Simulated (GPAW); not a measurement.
The system is WS2.

```xyz
6
Lattice="3.1532 0.0000 0.0000 -1.5766 2.7308 0.0000 0.0000 0.0000 12.3230" Properties=species:S:1:pos:R:3 pbc="T T T"
W     0.0000    1.8205    3.0808
W     1.5766    0.9103    9.2423
S     0.0000    1.8205    7.6711
S     1.5766    0.9103    1.5096
S     0.0000    1.8205   10.8134
S     1.5766    0.9103    4.6519
```

Base run:

```yaml
Program: GPAW 26.7.0
Functional: GLLB-SC
Potentials_or_basis: the program's PAW data sets (release 1.2.1) made for this functional
Cutoff: 600 eV
Basis: pw
k_mesh: 6 × 6 × 2
Occupations: fermi-dirac, width 0.05 eV
Spin: no spin polarisation
```

Its results: band gap on the k mesh, kohn-sham part alone 1.11 eV, indirect (least direct gap 1.83 eV).

Problem. The run is repeated on the same cell with these changes: functional from GLLB-SC to LDA; spin from no spin polarisation to spin-orbit coupling, no magnetisation. What comes out?

Solution. Band gap on the k mesh 0.86 eV, indirect (least direct gap 1.60 eV).

Several settings changed at once, so the effect can't be laid on one alone.

Caveats: a model potential gives levels but no total energy (some runs); spin-orbit coupling is left out, which moves the levels of the heavy elements (some runs); spin-orbit coupling was added after a scalar SCF, so levels and gaps hold it while energy, forces, pressure and moments don't (some runs); this program's spin-orbit splittings come out too wide for heavy elements (some runs).
